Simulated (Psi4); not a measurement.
**BSiH4O2F (SMILES OB(F)O[SiH3]): B3LYP/6-31G(d) (spherical functions)**

Aim: the energy change on altering one bond length of BSiH4O2F at B3LYP/6-31G* (spherical functions), from 2 runs. 

The results are computed with Psi4 1.11.

12 further runs of the same task are left out: 12 that didn't finish.

### 1 The molecule

BSiH4O2F: 9 atoms, total charge 0, spin state singlet. As SMILES, `OB(F)O[SiH3]`. Geometry: relaxed at PBE0-D4/def2-TZVP. This is one conformer, not always the lowest.

Bond lengths: O1–B2 1.359 Å, B2–F3 1.334 Å, B2–O4 1.348 Å, O4–Si5 1.655 Å, O1–H6 0.960 Å, Si5–H7 1.480 Å, Si5–H8 1.484 Å, Si5–H9 1.484 Å. Some angles: O1–B2–F3 120.0°, O1–B2–O4 121.1°, F3–B2–O4 118.9°, B2–O4–Si5 131.9°, B2–O1–H6 113.4°, O4–Si5–H7 106.4°, O4–Si5–H8 110.2°, O4–Si5–H9 110.2°, H7–Si5–H8 110.1°, H7–Si5–H9 110.1°.

### 2 Energy and gradient at B3LYP/6-31G(d) (spherical functions)

Input file input.json:

```json
{
 "schema_name": "qcschema_input",
 "schema_version": 1,
 "molecule": {
  "schema_name": "qcschema_molecule",
  "schema_version": 2,
  "symbols": ["O", "B", "F", "O", "Si", "H", "H", "H", "H"],
  "geometry": [-3.05020694, 1.05201053, 0.74455209, -0.74719771, 2.1866021, 0.6665064, -0.52402105, 4.63134079, 1.24325082, 1.33962685, 0.88231313, 0.0117163, 1.76538215, -2.10685566, -0.8031336, -4.38888892, 2.17299607, 1.23606986, 4.50113866, -2.40732211, -1.30561178, 0.29196269, -2.69777302, -3.11389071, 0.97925608, -3.80023924, 1.28841527],
  "molecular_charge": 0,
  "molecular_multiplicity": 1,
  "fix_symmetry": "c1",
  "fix_com": true,
  "fix_orientation": true
 },
 "driver": "gradient",
 "model": {
  "method": "b3lyp",
  "basis": "6-31G*"
 },
 "keywords": {
  "puream": true,
  "e_convergence": 1e-09,
  "d_convergence": 1e-08,
  "scf_type": "pk",
  "dft_radial_points": 99,
  "dft_spherical_points": 590,
  "scf_properties": ["QUADRUPOLE", "LOWDIN_CHARGES", "MAYER_INDICES"]
 }
}
```

The run is started by

```sh
$ psi4 --qcschema input.json -n 1 --memory 2200MB
```

stdout:

```text
[...]
  Running in c1 symmetry.
[...]
  Nuclear repulsion =  222.106224998276275
[...]
  Multiplicity = 1
[...]
  Nalpha       = 24
  Nbeta        = 24
[...]
    Number of basis functions: 82
[...]
   @RKS iter   1:  -566.95098496312391   -4.08544e-01   1.05851e-02 ADIIS/DIIS
[...]
   @RKS iter  11:  -567.22981814929562   -9.77707e-12   5.04586e-09 DIIS
[...]
    Orbital Energies [Eh]
    ---------------------
    Doubly Occupied:
       1A    -66.143839     2A    -24.686558     3A    -19.165775
       4A    -19.151485     5A     -6.840339     6A     -5.303133
       7A     -3.662833     8A     -3.660146     9A     -3.660119
      10A     -1.199619    11A     -1.043650    12A     -1.010905
      13A     -0.600283    14A     -0.565855    15A     -0.524704
      16A     -0.476584    17A     -0.459658    18A     -0.424738
      19A     -0.395908    20A     -0.389416    21A     -0.368395
      22A     -0.353094    23A     -0.328830    24A     -0.320767
[...]
  @RKS Final Energy:  -567.22981814929562
   => Energetics <=
    Nuclear Repulsion Energy =            222.1062249982762751
    One-Electron Energy =               -1225.7890663321268221
    Two-Electron Energy =                 480.3359174835754857
    DFT Exchange-Correlation Energy =     -43.8828942990206841
    Empirical Dispersion Energy =           0.0000000000000000
    VV10 Nonlocal Energy =                  0.0000000000000000
    Total Energy =                       -567.2298181492957383
[...]
 Multipole Moments:
 ------------------------------------------------------------------------------------
     Multipole            Electronic (a.u.)      Nuclear  (a.u.)        Total (a.u.)
 ------------------------------------------------------------------------------------
 L = 1.  Multiply by 2.5417464519 to convert [e a0] to [Debye]
 Dipole X            :         -4.4718138            3.9619999           -0.5098140
 Dipole Y            :        -32.0182707           31.8613494           -0.1569214
 Dipole Z            :         -7.3918479            7.4330487            0.0412008
 Magnitude           :                                                    0.5350066
 L = 2.  Multiply by 1.3450342976 to convert [e a0^2] to [Debye ang]
 Quadrupole XX       :       -202.2407822          178.2486222          -23.9921600
 Quadrupole XY       :        119.6729708         -123.1798974           -3.5069265
[...]
  -Total Gradient:
     Atom            X                  Y                   Z
    ------   -----------------  -----------------  -----------------
       1       -0.000536676712     0.008386433325     0.002175739255
       2        0.001187870705    -0.001580508734    -0.000563705118
       3       -0.000333618304    -0.005456283867    -0.001320051655
       4       -0.003964542850    -0.006285620189    -0.000958562590
       5       -0.000080298327     0.006751091156     0.001698062747
       6        0.004797808696    -0.005287320379    -0.002076022578
       7       -0.000518608557     0.000881234401     0.000299866623
       8       -0.000209297440     0.001204754138     0.000840723622
       9       -0.000361568237     0.001428661225    -0.000082509418
[...]
```

It took 11 s on 1 thread of AMD EPYC 9R45 (Zen 5), shared host; peak memory 1.3 GiB.

### 3 The distorted shape

Input file calc.py:

```python
import psi4

psi4.set_memory(2200000000)
psi4.set_num_threads(1)
psi4.core.set_output_file('bfh4o2si.out', False)

geom = psi4.geometry("""
O     -1.224272     0.713041     1.005366
B     -0.005572     1.313441     0.964066
F      0.112528     2.607141     1.269266
O      1.098728     0.623241     0.617566
Si     1.324028    -0.958559     0.186366
H     -1.932672     1.306241     1.265466
H      2.771728    -1.117559    -0.079534
H      0.154500    -1.427600    -1.647800
H      0.908028    -1.854659     1.293166
symmetry c1
""")

options = {'basis': '6-31G*', 'puream': True, 'e_convergence': 1e-09, 'd_convergence': 1e-08, 'scf_type': 'pk', 'dft_radial_points': 99, 'dft_spherical_points': 590}
psi4.set_options(options)

E, wfn = psi4.gradient("b3lyp", molecule=geom, return_wfn=True)
print('gradient / Eh bohr^-1')
print(E.np.round(6))
print(f'energy = {wfn.energy():.10f} Eh')
```

The run is started by

```sh
$ python calc.py
```

bfh4o2si.out (excerpt; [...] marks lines left out):

```text
[...]
  Running in c1 symmetry.
[...]
  Nuclear repulsion =  219.717760149146329
[...]
  Multiplicity = 1
[...]
  Nalpha       = 24
  Nbeta        = 24
[...]
    Number of basis functions: 82
[...]
   @RKS iter   1:  -566.87153508624101   -4.59911e-01   1.06432e-02 ADIIS/DIIS
[...]
   @RKS iter  12:  -567.15792484581971   -3.75167e-12   4.17288e-09 DIIS
[...]
  @RKS Final Energy:  -567.15792484581971
   => Energetics <=
    Nuclear Repulsion Energy =            219.7177601491463292
    One-Electron Energy =               -1220.4226703498295592
    Two-Electron Energy =                 477.3265575363778339
    DFT Exchange-Correlation Energy =     -43.7795721815143111
    Empirical Dispersion Energy =           0.0000000000000000
    VV10 Nonlocal Energy =                  0.0000000000000000
    Total Energy =                       -567.1579248458197071
[...]
 Multipole Moments:
 ------------------------------------------------------------------------------------
     Multipole            Electronic (a.u.)      Nuclear  (a.u.)        Total (a.u.)
 ------------------------------------------------------------------------------------
 L = 1.  Multiply by 2.5417464519 to convert [e a0] to [Debye]
 Dipole X            :         -1.2039999            0.9278276           -0.2761723
 Dipole Y            :          7.7434090           -7.7376938            0.0057152
 Dipole Z            :          3.1569023           -2.6632955            0.4936068
 Magnitude           :                                                    0.5656425
[...]
  -Total Gradient:
     Atom            X                  Y                   Z
    ------   -----------------  -----------------  -----------------
       1       -0.003441538133     0.007819745556     0.001801076003
       2        0.009387648135    -0.005025384671    -0.001703238806
       3       -0.001443664168    -0.003925572065    -0.001092934969
       4       -0.007554506606     0.002112416334     0.003457904416
       5        0.027655171503     0.014334317261     0.044118538527
       6        0.004906071869    -0.005335222598    -0.001920618216
       7        0.001196553286     0.000602964855     0.003494054220
       8       -0.033019425803    -0.012186062539    -0.050695648882
       9        0.002300214603     0.001618026720     0.002523957726
[...]
```

The script printed:

```text
gradient / Eh bohr^-1
[[-0.003442  0.00782   0.001801]
 [ 0.009388 -0.005025 -0.001703]
 [-0.001444 -0.003926 -0.001093]
 [-0.007555  0.002112  0.003458]
 [ 0.027655  0.014334  0.044119]
 [ 0.004906 -0.005335 -0.001921]
 [ 0.001197  0.000603  0.003494]
 [-0.033019 -0.012186 -0.050696]
 [ 0.0023    0.001618  0.002524]]
energy = -567.1579248458 Eh
```

Wall time 12 s (1 thread of AMD EPYC 9R45 (Zen 5), shared host); peak memory 1.2 GiB.

### 4 Outcome

At B3LYP/6-31G* (spherical functions):

```
                                                          quantity          value
                                         first shape: total energy  -567.22982 Eh
                                        first shape: dipole moment         1.36 D
                                          first shape: HOMO energy       -8.73 eV
                                          first shape: LUMO energy        0.36 eV
                                        first shape: HOMO–LUMO gap        9.09 eV
                             first shape: largest force on an atom     0.446 eV/Å
                                     distorted shape: total energy  -567.15792 Eh
                                    distorted shape: dipole moment         1.44 D
                                      distorted shape: HOMO energy       -7.48 eV
                                      distorted shape: LUMO energy       -1.13 eV
                                    distorted shape: HOMO–LUMO gap        6.35 eV
                         distorted shape: largest force on an atom     3.174 eV/Å
energy change with the Si5–H8 bond stretched from 1.484 to 2.225 Å       1.956 eV
```

With the Si5–H8 bond stretched from 1.484 to 2.225 Å the energy rises by 1.96 eV (189 kJ/mol). The first shape isn't relaxed at this level, so the change isn't measured from a minimum. The largest force (first shape) is 0.45 eV/Å: the shape isn't a stationary point for this species at this level.
